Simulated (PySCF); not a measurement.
# C7H6F3N: the cost of one run

Programs: PySCF 2.14.0, with routines of our own; each step states its level. All values are computed. Atoms count from 0.

### Step 1. The system as given

17 atoms, charge 0, multiplicity 1; geometry from: GFN2-xTB.

### Step 2. Optimising the geometry at PBE0-D3(BJ)/def2-SVP

Job settings and geometry (Å):

```
{"job": {"xc": "PBE0", "basis": "def2-SVP", "d3": "d3bj", "grid": 2, "kind": "geom"}, "charge": 0, "multiplicity": 1}
C     -2.570826     0.828717    -1.030806
N     -1.926795    -0.175673    -0.218037
C     -2.773818    -0.900926     0.698982
C     -0.640795    -0.083244     0.025520
C      0.563347    -0.056678     0.195851
C      1.890053    -0.011261     0.399462
C      3.087291     0.032433     0.580940
C      4.509661     0.087183     0.807585
F      5.223762    -0.490418    -0.181894
F      4.971876     1.350937     0.906341
F      4.872161    -0.538236     1.945221
H     -1.845191     1.272702    -1.709526
H     -3.363972     0.358341    -1.615636
H     -3.012901     1.622621    -0.416925
H     -3.570277    -1.392364     0.136529
H     -2.189324    -1.657103     1.219338
H     -3.231251    -0.235001     1.440424
```

Started as:

```bash
OMP_NUM_THREADS=1 python excited_run.py task.json out
```

The driver reads the jobs from task.json and runs them one after another.

Q: Estimate the wall time and peak memory of this first job on 1 thread of Arm Neoverse V1, shared host.

About 3.2 min, with a peak of 0.85 GiB.
